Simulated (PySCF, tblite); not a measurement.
# C5H9BSSi: geometry, infrared bands and NMR shifts

Aim: predict the infrared bands and NMR shifts of C5H9BSSi (`B/C=C1\C=C[Si@H]1SC`).

Programs: tblite 0.8.0 and PySCF 2.14.0, with density-fitted response routines of our own. Each step states its level of theory. These are calculated values for one molecule in the gas phase, unless marked as measured. Atoms count from 0, in the outputs and in this text.

## Step 1: Starting geometry

17 atoms, charge 0, multiplicity 1; geometry from: force field or distance geometry start.

Bonds of the start (Å): B0–C1 1.55, C1–C2 1.33, C2–C3 1.53, C3–C4 1.38, C4–Si5 1.76, Si5–S6 2.16, S6–C7 1.83, Si5–C2 1.73, B0–H8 1.18, B0–H9 1.19, C1–H10 1.09, C3–H11 1.08, C4–H12 1.08, Si5–H13 1.47, C7–H14 1.10, C7–H15 1.12, C7–H16 1.10.

## Step 2: Optimising the geometry with GFN2-xTB

Job settings and geometry (Å):

```
{"job": {"kind": "relax", "xc": "GFN2-xTB", "basis": "xTB"}, "charge": 0, "multiplicity": 1}
B     -1.926500     2.003800     1.114500
C     -0.726100     1.044300     0.921800
C     -0.786000    -0.036000     0.152200
C     -1.860900    -0.661500    -0.738400
C     -1.142500    -1.758700    -1.162500
Si     0.312800    -1.294100    -0.291000
S      1.862800    -0.595900    -1.620700
C      2.934600     0.017300    -0.271900
H     -1.827100     2.945900     1.820800
H     -2.962000     1.807200     0.561800
H      0.195000     1.253300     1.458100
H     -2.880600    -0.365200    -0.933300
H     -1.375600    -2.584500    -1.815400
H      0.710100    -2.204700     0.796100
H      3.192600    -0.807700     0.414200
H      2.411800     0.821400     0.297300
H      3.860700     0.427100    -0.713300
```

Command:

```sh
OMP_NUM_THREADS=1 python probes_run.py task.json out
```

The driver reads the jobs from task.json and runs them one after another.

**Question.** This job is followed by: GFN2-xTB harmonic vibrations, gas phase; GIAO PBE0/pcSseg-1 NMR shielding, non-relativistic, gas phase. What will the session give for the following? strongest single infrared mode (GFN2-xTB); zero-point energy (GFN2-xTB); ¹³C shifts against TMS (PBE0/pcSseg-1); ¹H shifts against TMS (PBE0/pcSseg-1, means over atoms taken as alike); ¹¹B shifts against BF3·OEt2 (PBE0/pcSseg-1); ²⁹Si shifts against TMS (PBE0/pcSseg-1); ³³S shifts against CS2 (PBE0/pcSseg-1); surface potential, 1st and 99th percentile.

As calculated:

| quantity | value |
| --- | --- |
| strongest single infrared mode (GFN2-xTB) | 2260 cm⁻¹, 301 km/mol |
| zero-point energy (GFN2-xTB) | 75.4 kcal/mol |
| ¹³C shifts against TMS (PBE0/pcSseg-1) | 194.9, 170.0, 166.8, 145.4, 13.2 ppm |
| ¹H shifts against TMS (PBE0/pcSseg-1, means over atoms taken as alike) | 8.55, 7.61, 7.18, 6.85, 5.97, 2.23 ppm |
| ¹¹B shifts against BF3·OEt2 (PBE0/pcSseg-1) | 64.2 ppm |
| ²⁹Si shifts against TMS (PBE0/pcSseg-1) | 1.8 ppm |
| ³³S shifts against CS2 (PBE0/pcSseg-1) | -165 ppm |
| surface potential, 1st and 99th percentile | -0.87 V and 1.25 V |

Over 77 steps the energy fell by 1.000 eV; of the close pairs, C2–Si5 changed most, 1.728 to 1.920 Å. All 45 modes are real, so the xTB geometry is a minimum. The strongest single mode, at 2260 cm⁻¹, moves mainly H13. GFN2-xTB is a fitted tight-binding method: band positions and strengths are rough. Its intensities can rank the bands wrongly. By nearest atom (PBE0/pcSseg-1), the HOMO sits on S6 73 % and the LUMO on B0 27 %; C2 22 %.
